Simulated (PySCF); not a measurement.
# C3H7ClGe: the cost of one run

Programs: PySCF 2.14.0, with density-fitted response routines of our own. Each step states its level of theory. These are calculated values for one molecule in the gas phase, unless marked as measured. Atoms count from 0, in the outputs and in this text.

### Step 1. The molecule as given

12 atoms, charge 0, multiplicity 1; geometry from: PBE0-D3(BJ)/def2-SVP.

Bonds of the start (Å): C0–C1 1.33, C1–C2 1.49, C2–Cl3 1.81, C2–Ge4 1.98, C0–H5 1.09, C0–H6 1.09, C1–H7 1.10, C2–H8 1.10, Ge4–H9 1.54, Ge4–H10 1.54, Ge4–H11 1.54.

### Step 2. Ultraviolet spectrum: PBE/def2-SVPD

What the job is given:

```
{"job": {"kind": "uv", "xc": "PBE", "basis": "def2-SVPD", "ip": true}, "charge": 0, "multiplicity": 1}
C     -2.536635    -1.655251    -1.657756
C     -2.329565    -2.266973    -0.489587
C     -1.343432    -3.358284    -0.282130
Cl    -2.130277    -4.782345     0.510004
Ge     0.159276    -2.805181     0.883029
H     -2.006118    -1.964616    -2.563945
H     -3.237791    -0.821993    -1.747312
H     -2.878721    -1.944237     0.403254
H     -0.943113    -3.716221    -1.241801
H      0.924277    -1.654863     0.199804
H      1.088385    -4.009422     1.101257
H     -0.425906    -2.327018     2.221184
```

With the program's defaults for keys left out, this is: TDDFT PBE/def2-SVPD, vertical, gas phase, core orbitals frozen in the response.

Command:

```sh
> OMP_NUM_THREADS=1 python probes_run.py task.json out
```

One launch serves the whole session: the jobs run in the order shown.

**Question.** How long does this first job take on 1 thread of Arm Neoverse V1, shared host, and how much memory does it need?

About 2.7 min, with a peak of 0.66 GiB.
